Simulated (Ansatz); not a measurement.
# GaH7SSi: the cost of one run

Method: RKS BHLYP-D4/def2-SVP, in Ansatz 0.2.0.

## Step 1: The starting structure

Bond lengths: Ga1–Si2 2.725 Å, Ga1–H3 1.563 Å, Ga1–H4 1.568 Å, Ga1–S6 2.650 Å, Si2–H7 1.467 Å, Si2–H8 1.475 Å, Si2–H9 1.478 Å, S6–H10 1.335 Å. Angles: Ga1–Si2–H7 141.4°, Ga1–Si2–H8 99.9°, Ga1–Si2–H9 91.2°, H7–Si2–H8 107.3°, H7–Si2–H9 105.9°, H8–Si2–H9 107.1°, Si2–Ga1–H3 113.6°, Si2–Ga1–H4 108.5°, Si2–Ga1–S6 86.2°, H3–Ga1–H4 120.9°, H3–Ga1–S6 113.2°, H4–Ga1–S6 109.0°, Ga1–S6–H10 88.1°.

As a file:

```xyz
10

Ga   -0.4124   -1.3326    0.1221
Si    1.1857    0.8010   -0.4427
H    -0.4927   -2.3795   -1.0362
H    -0.1370   -1.7847    1.5984
H    -0.6630    0.5875   -0.2199
S    -2.4225    0.3938    0.1106
H     1.1517    2.1215   -1.0797
H     1.8668    0.9576    0.8566
H     2.0569   -0.0371   -1.2929
H    -2.1335    0.6725    1.3837
```

## Step 2: Pulling towards end A

Springs on the bonds that form and break draw the guess towards this end; the thresholds are loose.

Contents of input.yaml:

```yaml
crystal:
  periodic: [false, false, false]
  atoms:
    - { symbol: Ga, position_ang: [-0.4124, -1.3326, 0.1221] }
    - { symbol: Si, position_ang: [1.1857, 0.801, -0.4427] }
    - { symbol: H, position_ang: [-0.4927, -2.3795, -1.0362] }
    - { symbol: H, position_ang: [-0.137, -1.7847, 1.5984] }
    - { symbol: H, position_ang: [-0.663, 0.5875, -0.2199] }
    - { symbol: S, position_ang: [-2.4225, 0.3938, 0.1106] }
    - { symbol: H, position_ang: [1.1517, 2.1215, -1.0797] }
    - { symbol: H, position_ang: [1.8668, 0.9576, 0.8566] }
    - { symbol: H, position_ang: [2.0569, -0.0371, -1.2929] }
    - { symbol: H, position_ang: [-2.1335, 0.6725, 1.3837] }
basis:
  gaussian: { orbitals: def2-SVP }
hamiltonian:
  xc: { name: BHLYP }
  dispersion: d4
relax:
  f_tol: 0.15
  max_steps: 25
  restrain:
    - { distance: [0, 5], at: 3.57, k: 30.0 }
    - { distance: [4, 1], at: 2.72, k: 30.0 }
    - { distance: [0, 1], at: 2.33, k: 30.0 }
    - { distance: [4, 5], at: 1.36, k: 30.0 }
```

Command:

```
ansatz run input.yaml --threads 2 --pin off --max-ram 3072MiB --backend cpu --events-out ev --progress --plain --runs-dir out
```

Q: Estimate wall time and peak memory on 2 threads of AMD EPYC 9R14 (Zen 4), shared host.

About 25 s, with a peak of 0.25 GiB.
